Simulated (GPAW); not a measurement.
Wanted: an ASE script for a GPAW 26.7.0 run.

```
Task                : single point
Functional          : PBEsol
Potentials or basis : PAW data sets generated in the run's folder for this functional
Cutoff              : 800 eV
Basis               : pw
k mesh              : 7 × 7 × 7
Occupations         : fermi-dirac, width 0.05 eV
Spin                : no spin polarisation
Maxiter             : 150
```

The system is W3N4.

```
CELL_PARAMETERS angstrom
4.12200 0.00000 0.00000
0.00000 4.12200 0.00000
0.00000 0.00000 4.12200
ATOMIC_POSITIONS crystal
W 0.50000 0.00000 0.50000
W 0.00000 0.50000 0.50000
W 0.50000 0.50000 0.00000
N 0.00000 0.00000 0.50000
N 0.00000 0.50000 0.00000
N 0.50000 0.00000 0.00000
N 0.50000 0.50000 0.50000
```

The input as run:

run.py

```python
from ase import Atoms
from ase.dft.bandgap import bandgap
from ase.io import write
from ase.units import GPa
from gpaw import GPAW, PW, setup_paths

setup_paths.insert(0, '.')

atoms = Atoms(['W', 'W', 'W', 'N', 'N', 'N', 'N'],
              cell=[[4.122, 0.0, 0.0],
                    [0.0, 4.122, 0.0],
                    [0.0, 0.0, 4.122]],
              scaled_positions=[[0.5, 0.0, 0.5],
                                [0.0, 0.5, 0.5],
                                [0.5, 0.5, 0.0],
                                [0.0, 0.0, 0.5],
                                [0.0, 0.5, 0.0],
                                [0.5, 0.0, 0.0],
                                [0.5, 0.5, 0.5]],
              pbc=True)

calc = GPAW(mode=PW(800),
            xc='PBEsol',
            kpts={'size': (7, 7, 7), 'gamma': True},
            occupations={'name': 'fermi-dirac', 'width': 0.05},
            nbands=55,
            convergence={'density': 1e-05, 'energy': 1e-05},
            maxiter=150,
            txt='gpaw.txt')
atoms.calc = calc
energy = atoms.get_potential_energy()
forces = atoms.get_forces()
stress = atoms.get_stress()
calc.write('gs.gpw')
write('result.traj', atoms)
print(f'Energy: {energy:.6f} eV')
print('Forces (eV/A):')
print(forces.round(4))
print('Stress (GPa):', (stress / GPa).round(3))
print('Fermi level:', round(calc.get_fermi_level(), 4), 'eV')
print(f'Gap: {bandgap(calc)[0]:.4f} eV, direct: {bandgap(calc, direct=True)[0]:.4f} eV')
```

Potentials or basis: PAW data sets generated in the run's folder for this functional, pw.

Command:

```sh
$ gpaw-setup -f PBEsol N W
$ OMP_NUM_THREADS=1 python run.py
```

It gave:

```yaml
Pressure: 15.7 GPa
Band_gap_on_the_k_mesh: none (metal or under the smearing width)
```

Caveat: so large a pressure means that the cell lies far from this level's equilibrium, or that cutoff or potentials fall short.

Run time: 75 s on 1 thread of Arm Neoverse V2, on a shared host, peak memory 0.27 GiB.
